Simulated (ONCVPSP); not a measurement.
**Pseudopotential generation for O: ONCV, LDA (Perdew-Wang 92)**

Aim: build the potential from the settings below, then test how well it stands in for the atom: other configurations, scattering, ghost states and the plane-wave cutoff that it needs.

The numbers are computed with ONCVPSP 4.0.1.1 (patched build) (LDA (Perdew-Wang 92), scalar-relativistic, spin-unpolarised reference atom).

## 1. The atom and the settings

Typed settings, in words:

```
element                 : oxygen (O, Z = 8)
type                    : optimised norm-conserving Vanderbilt (ONCV)
frozen core             : [He]
valence charge          : 6
reference configuration : 2s2 2p4
partial waves           : 2s: rc 1.00 bohr, ncon 4, nbas 7, qcut 7 1/bohr, local; 2p: rc 1.90 bohr, ncon 4, nbas 8, qcut 7.8 1/bohr, 2 projectors, debl 2.1 Ha; d scattering state at 0.06 Ha: rc 2.05 bohr, ncon 5, nbas 10, qcut 4.8 1/bohr, 2 projectors, debl 3.1 Ha
local potential         : the s channel
core correction         : Teter function, fcfact 3.75, rcfact 1.2
```

The outer shells as boxes (Hund's rule for the drawing; the calculation is spin-unpolarised):

```
[He] core
2s [↑↓]
2p [↑↓][↑ ][↑ ]
```

An earlier all-electron run gives the scale for the radii.

All-electron outer shells of the reference configuration (LDA (PZ), scalar-relativistic, ld1.x):

```
shell  level (eV)  outermost node (bohr)  outermost maximum (bohr)
   1s     -510.89                      –                      0.13
   2s      -23.75                   0.28                      0.88
   2p       -9.20                      –                      0.82
```

## 2. Generation

File O.dat:

```
# ATOM AND REFERENCE CONFIGURATION
# atsym  z   nc   nv     iexc    psfile
  O 8.00    1    2  -001012      upf
#
#   n    l    f
    1    0    2.00
    2    0    2.00
    2    1    4.00
#
# PSEUDOPOTENTIAL AND OPTIMIZATION
# lmax
    2
#
#   l,   rc,      ep,       ncon, nbas, qcut
    0    1.00    0.00    4    7    7.00
    1    1.90    0.00    4    8    7.80
    2    2.05    0.06    5   10    4.80
#
# LOCAL POTENTIAL
# lloc, lpopt,  rc(5),   dvloc0
    0    5    1.00    0.00
#
# VANDERBILT-KLEINMAN-BYLANDER PROJECTORs
# l, nproj, debl
    0    0    0.50
    1    2    2.10
    2    2    3.10
#
# MODEL CORE CHARGE
# icmod, fcfact, rcfact
    3    3.75    1.20
#
# LOG DERIVATIVE ANALYSIS
# epsh1, epsh2, depsh
   -2.00    5.00    0.02
#
# OUTPUT GRID
# rlmax, drl
    6.00    0.01
#
# TEST CONFIGURATIONS
# ncnf
    4
# nvcnf
#   n    l    f
    2
    2    0    2.00
    2    1    3.00
#
    2
    2    0    2.00
    2    1    2.00
#
    2
    2    0    2.00
    2    1    1.00
#
    2
    2    0    0.00
    2    1    6.00
#
```

The run is started by

```bash
$ oncvpsp.x < O.dat > O.out
```

What does the calculation give? Wanted: cutoffs for 1 and 0.1 mHa per electron, occupied waves; bound ghosts; GHOST(+) flags; largest test error; largest phase difference near zero energy, channels read; rms error of d²Exc/dn², without and with the model core.

As calculated:

```
                                                quantity                   value
  cutoffs for 1 and 0.1 mHa per electron, occupied waves        52 Ha and 114 Ha
                                            bound ghosts              none found
                                          GHOST(+) flags      none at low energy
                            largest test error (AE − PS)  +2125 meV, for 2s2 2p1
largest phase difference near zero energy, channels read               0.003 rad
 rms error of d²Exc/dn², without and with the model core       2.19 and 1.48 mHa
```

**Reading.** The worst unpolarised test, 2s2 2p1, is off by 2125 meV on 104.3 eV; by total energies transferability rates as poor. That test lies far up in energy; among those under 40 eV, nearer to bonding, the largest error is 81 meV. It counts as hard, with 52 Ha needed at the looser tolerance. At the looser tolerance the 2s wave is the slowest; 2p needs 21 Ha. It is free of bound ghosts as far as tested. Near zero energy the phases of the channels with partial waves agree within 0.003 rad. All of this concerns the isolated atom, not yet a solid.
